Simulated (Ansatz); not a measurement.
# BGeH₅O (SMILES B[O][GeH3]): one structure at several levels

Aim: energy, forces and dipole at a structure displaced at random from a GFN2-xTB minimum, from CCSD(T) and from density functionals.

Computed with Ansatz 0.2.0, Gaussian basis. Level: single points in def2-TZVPP.

Correlated methods freeze the cores. Filled d shells of the heavier atoms are correlated.

## Step 1: The starting structure

SMILES `B[O][GeH3]`, 8 atoms, charge 0, spin multiplicity 1.

Atoms are counted from 1 here; the program's logs count them from 0.

Bond lengths: B1–O2 1.272 Å, B1–H4 1.145 Å, B1–H5 1.155 Å, O2–Ge3 1.786 Å, Ge3–H6 1.468 Å, Ge3–H7 1.444 Å, Ge3–H8 1.495 Å. Angles: O2–B1–H4 116.6°, O2–B1–H5 116.5°, H4–B1–H5 126.8°, B1–O2–Ge3 150.7°, O2–Ge3–H6 108.6°, O2–Ge3–H7 100.2°, O2–Ge3–H8 103.2°, H6–Ge3–H7 117.5°, H6–Ge3–H8 111.4°, H7–Ge3–H8 114.1°.

As a file:

```xyz
8

B    -0.7448    0.8680   -1.1675
O    -0.1991   -0.1001   -0.5486
Ge    0.6043   -0.7671    0.9008
H    -1.1419    0.6451   -2.2179
H    -0.8604    1.8557   -0.5793
H     0.6397    0.2729    1.9359
H     1.8636   -1.1799    0.3281
H    -0.2881   -1.8992    1.2959
```

## Step 2: CCSD(T)/def2-TZVPP

The input, run/in.yaml:

```yaml
crystal:
  periodic: [false, false, false]
  atoms:
    - {symbol: B, position_ang: [-0.744800, 0.868000, -1.167500]}
    - {symbol: O, position_ang: [-0.199100, -0.100100, -0.548600]}
    - {symbol: Ge, position_ang: [0.604300, -0.767100, 0.900800]}
    - {symbol: H, position_ang: [-1.141900, 0.645100, -2.217900]}
    - {symbol: H, position_ang: [-0.860400, 1.855700, -0.579300]}
    - {symbol: H, position_ang: [0.639700, 0.272900, 1.935900]}
    - {symbol: H, position_ang: [1.863600, -1.179900, 0.328100]}
    - {symbol: H, position_ang: [-0.288100, -1.899200, 1.295900]}
basis:
  gaussian: {orbitals: def2-TZVPP}
correlation: {method: ccsd_t}
output: {forces: true}
```

The command line of these runs was not kept.

## Step 3: PBE0-D4/def2-TZVPP

Changes to run/in.yaml since step 2:

```diff
@@ -13,3 +13,3 @@
   gaussian: {orbitals: def2-TZVPP}
-correlation: {method: ccsd_t}
-output: {forces: true}
+hamiltonian: {xc: pbe0, dispersion: d4}
+output: {forces: true, orbitals: {seedname: orbitals}}
```

## Step 4: wB97M-V/def2-TZVPP

Changes to run/in.yaml since step 3:

```diff
@@ -13,3 +13,3 @@
   gaussian: {orbitals: def2-TZVPP}
-hamiltonian: {xc: pbe0, dispersion: d4}
-output: {forces: true, orbitals: {seedname: orbitals}}
+hamiltonian: {xc: {name: wB97M-V}}
+output: {forces: true}
```

## Step 5: r2SCAN-D4/def2-TZVPP

Changes to run/in.yaml since step 4:

```diff
@@ -13,3 +13,3 @@
   gaussian: {orbitals: def2-TZVPP}
-hamiltonian: {xc: {name: wB97M-V}}
+hamiltonian: {xc: r2scan, dispersion: d4}
 output: {forces: true}
```

## Step 6: PBE-D4/def2-TZVPP

Changes to run/in.yaml since step 5:

```diff
@@ -13,3 +13,3 @@
   gaussian: {orbitals: def2-TZVPP}
-hamiltonian: {xc: r2scan, dispersion: d4}
+hamiltonian: {xc: pbe, dispersion: d4}
 output: {forces: true}
```

## Step 7: B97M-V/def2-TZVPP

Changes to run/in.yaml since step 6:

```diff
@@ -13,3 +13,3 @@
   gaussian: {orbitals: def2-TZVPP}
-hamiltonian: {xc: pbe, dispersion: d4}
+hamiltonian: {xc: {name: B97M-V}}
 output: {forces: true}
```

## Step 8: HSE06-D4/def2-TZVPP

Changes to run/in.yaml since step 7:

```diff
@@ -13,3 +13,3 @@
   gaussian: {orbitals: def2-TZVPP}
-hamiltonian: {xc: {name: B97M-V}}
+hamiltonian: {xc: hse06, dispersion: d4}
 output: {forces: true}
```

(Steps that only read results are left out.)

Q: Predict the outcome of this session. Wanted: energy less free atoms, CCSD(T)/def2-TZVPP; RMS force component; RMS force error; HOMO and LUMO, PBE0-D4; T1 diagnostic.

The runs gave:

| quantity | value |
| --- | --- |
| energy less free atoms, CCSD(T)/def2-TZVPP | -2515.0 kJ/mol |
| RMS force component | 1.114 to 1.238 eV/Å over the methods |
| RMS force error | PBE0-D4 0.158, wB97M-V 0.112, r2SCAN-D4 0.105, PBE-D4 0.185, B97M-V 0.186, HSE06-D4 0.158 eV/Å |
| HOMO and LUMO, PBE0-D4 | -7.48 and -0.07 eV |
| T1 diagnostic | 0.013 |

**Reading.** Against CCSD(T) the functionals' energies less atoms differ by -72.9 to -13.2 kJ/mol, PBE-D4 by -35.8 kJ/mol. A larger basis would deepen the CCSD(T) value, while the functionals are nearly converged already, so the order here is not reliable. For forces r2SCAN-D4 does best and B97M-V worst. Frozen-core CCSD(T) forces in triple zeta carry basis errors of their own, and this is one geometry, so small gaps rank nothing.
